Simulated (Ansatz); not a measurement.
**SnTe: how the settings move a single-point run**

How sensitive is a single-point run of SnTe to its settings? A reference run comes first, then four runs with altered input.

Computed with Ansatz 0.2.0 (reference: DFT, HSE06, plane waves, PAW, unless a step's input says otherwise).

8 further runs of the same task are left out: 1 for a known fault of the program, 7 that didn't finish.

## 1. Starting point

It takes space group Fm-3m (No. 225, cubic). The conventional cell has a = 6.379 Å, b = 6.379 Å, c = 6.379 Å, α = 90.00°, β = 90.00°, γ = 90.00°. Sn (site symmetry m-3m) has 6 Te at 3.19 Å as nearest neighbours. Te (site symmetry m-3m) is surrounded by 6 Sn at 3.19 Å.

Coordinates:

```xyz
2
Lattice="0.0000 3.1893 3.1893 3.1893 0.0000 3.1893 3.1893 3.1893 0.0000" Properties=species:S:1:pos:R:3 pbc="T T T"
Sn    0.0000    0.0000    0.0000
Te    3.1893    3.1893    3.1893
```

## 2. Baseline

input.yaml

```yaml
crystal:
  lattice:
    - [0.0, 3.1893303407, 3.1893303407]
    - [3.1893303407, 0.0, 3.1893303407]
    - [3.1893303407, 3.1893303407, 0.0]
  atoms:
    - { symbol: Sn, position: [0.0, 0.0, 0.0] }
    - { symbol: Te, position: [0.5, 0.5, 0.5] }
kpoints:
  mp_grid: { grid: [4, 4, 4] }
hamiltonian:
  xc: hse06
scf:
  occupations: { method: fermi_dirac, width: 0.02 }
  n_extra_bands: 4
output:
  forces: true
  stress: true
  eigenvalues: true
```

Command:

```sh
$ ansatz run input.yaml --threads 4 --pin off --max-ram 3686MiB --backend cpu --events-out ev --progress --plain --runs-dir out
```

## 3. Variant: exchange pbe, correlation pbe, coeff 1.0

Changes to input.yaml since step 2:

```diff
@@ -11,3 +11,3 @@
 hamiltonian:
-  xc: hse06
+  xc: { exchange: pbe, correlation: pbe, exx: { coeff: 1.0 } }
 scf:
```

## 4. Changing settings: exchange pbe, correlation pbe, coeff 1.0, omega 0.3

Changes to input.yaml since step 2:

```diff
@@ -11,3 +11,3 @@
 hamiltonian:
-  xc: hse06
+  xc: { exchange: pbe, correlation: pbe, exx: { coeff: 1.0, omega: 0.3 } }
 scf:
```

## 5. Changed: ecutwfc 250

Changes to input.yaml since step 2:

```diff
@@ -19 +19,3 @@
   eigenvalues: true
+basis:
+  ecutwfc: 250
```

## 6. Changing settings: mp_grid.shift [0, 0, 0.5]

Changes to input.yaml since step 2:

```diff
@@ -9,3 +9,3 @@
 kpoints:
-  mp_grid: { grid: [4, 4, 4] }
+  mp_grid: { grid: [4, 4, 4], shift: [0, 0, 0.5] }
 hamiltonian:
```

**Question.** What will these runs give? Wanted: for each run, ending; energy change; pressure; gap; force.

The runs gave:

```
                                                   run     ending    energy change  pressure (GPa)  gap (eV)  force (eV/Å)  cycles   time
                                             reference  converged                0            -0.3      0.26          0.00      17  5.8 s
           1: exchange pbe, correlation pbe, coeff 1.0  converged   not comparable            -2.1      3.87          0.00      34  7.9 s
2: exchange pbe, correlation pbe, coeff 1.0, omega 0.3  converged   not comparable            -2.3      0.84          0.00      27  7.8 s
                                        3: ecutwfc 250  converged  +659.8 meV/atom             0.0      0.28          0.00      18  3.9 s
                          4: mp_grid.shift [0, 0, 0.5]  converged    -8.0 meV/atom            -0.3      1.24          0.00      13  7.8 s
```

Residual by cycle in the longest SCF loop of each run; runs are numbered as in the table. The quantity is the density residual dr2, in eV.

```
cycle  reference    run 1    run 2    run 3    run 4
    1     8.6e-4  0.00159  0.00159   0.0277    0.014
    2     4.9e-4   7.0e-4   7.2e-4  0.00409  0.00174
    3     4.0e-5   8.4e-5   7.5e-5   3.9e-4   7.2e-4
    4     3.2e-6   7.4e-6   7.3e-6   3.1e-5   4.3e-5
    5     2.6e-7   4.3e-7   3.4e-7   4.6e-6   1.3e-5
    6     1.9e-8   4.7e-8   3.5e-8   2.6e-7   3.7e-7
    7     1.9e-9   6.0e-9   5.2e-9   1.0e-8        -
    8    3.0e-10  2.0e-10  1.6e-10  6.4e-10        -
    9          -        -        -  5.0e-11        -
```

What this shows: Of the converged runs whose energies compare with the reference's, «ecutwfc 250» moves the energy most (+659.8 meV/atom) and «mp_grid.shift [0, 0, 0.5]» least (-8.0 meV/atom). Run 3 ran under the cutoff that the potentials recommend, as the log warns, so basis error is mixed into its values, and swamps them where the cutoff is far short. Of the variants the dearest is «exchange pbe, correlation pbe, coeff 1.0» (7.9 s), the cheapest «ecutwfc 250» (3.9 s), on a shared host. The gap of the reference lacks spin-orbit coupling, though the cell holds Te.
